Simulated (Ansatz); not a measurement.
# Ta: the cost of one run

Method: DFT PBEsol, scalar-relativistic, plane waves, PAW, in Ansatz 0.2.0.

### 1 Starting point

The structure is cubic, space group Im-3m (No. 229). Conventional cell: a = 3.310 Å, b = 3.310 Å, c = 3.310 Å, α = 90.00°, β = 90.00°, γ = 90.00°. Ta (site symmetry m-3m) is surrounded by 8 Ta at 2.87 Å.

Coordinates:

```cif
data_structure
_symmetry_space_group_name_H-M 'P 1'
_symmetry_Int_Tables_number 1
_cell_length_a 2.8665
_cell_length_b 2.8665
_cell_length_c 2.8665
_cell_angle_alpha 109.471
_cell_angle_beta 109.471
_cell_angle_gamma 109.471
_cell_volume 18.13
loop_
_atom_site_label
_atom_site_type_symbol
_atom_site_fract_x
_atom_site_fract_y
_atom_site_fract_z
_atom_site_occupancy
Ta1 Ta 0.00000 0.00000 0.00000 1
```

### 2 Relaxing cell and atoms: Ta, no spin

input.yaml

```yaml
crystal:
  lattice:
    - [-1.655, 1.655, 1.655]
    - [1.655, -1.655, 1.655]
    - [1.655, 1.655, -1.655]
  atoms:
    - { symbol: Ta, position: [0.0, 0.0, 0.0] }
scf:
  occupations: { method: gaussian, width: 0.1 }
output:
  forces: true
  stress: true
  eigenvalues: true
hamiltonian:
  xc: pbesol
kpoints:
  mp_grid: { grid: [16, 16, 16] }
relax:
  f_tol: 0.005
  max_steps: 60
  cell: { stress_tol: 0.02 }
```

Run with:

```bash
$ ansatz run input.yaml --threads 2 --pin off --max-ram 6144MiB --backend cpu --events-out ev --progress --plain --runs-dir out
```

Q: Estimate wall time and peak memory on 2 threads of Intel Xeon 6975P-C (Granite Rapids), shared host.

About 2.7 s, with a peak of 0.34 GiB.
